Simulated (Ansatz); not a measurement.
## GaB in Ansatz: the effect of target pressure

GaB:

```
CELL_PARAMETERS angstrom
2.71824 0.00000 0.00000
0.00000 2.71824 0.00000
0.00000 0.00000 3.23621
ATOMIC_POSITIONS crystal
Ga 0.50000 0.50000 0.50000
B 0.00000 0.00000 0.00000
```

The cell was built by a generator and needn't be a form met in nature.

Alike in all runs:

| Property | Result |
| --- | --- |
| Program | Ansatz 0.2.0 |
| Task | relaxation of cell and atoms |
| Functional | PBE |
| Potentials or basis | Ansatz PAW |
| Cutoff | 420 eV (not typed: the program's choice for these potentials) |
| k mesh | 10 × 10 × 8 |
| Occupations | fermi-dirac, width 0.05 eV |
| Spin | no spin polarisation |

Each run relaxes the cell or the atoms first.

| target pressure | relaxed volume (Å³/atom) |
| --- | --- |
| 0 GPa | ? |
| 2 GPa | 11.73 |
| 5 GPa | 11.42 |
| 10 GPa | 10.97 |
| 20 GPa | 10.32 |
| 30 GPa | 9.83 |

Problem. What does the run with target pressure 0 GPa give?

Solution. Relaxed volume 11.95 Å³/atom.

Worked out: In Murnaghan's law V^(-B') rises as a straight line in P. The other rows fit best with B' = 4.7, V0 = 11.98 Å³/atom and B0 = 92 GPa, which gives 11.98 Å³/atom at 0 GPa, against the run's 11.95.

Caveats: the plane-wave basis is chosen anew once the cell has moved, so the energies of steps on either side of that aren't comparable; the volume moved by over 15 % at a fixed basis, so the end points are rough (some runs).
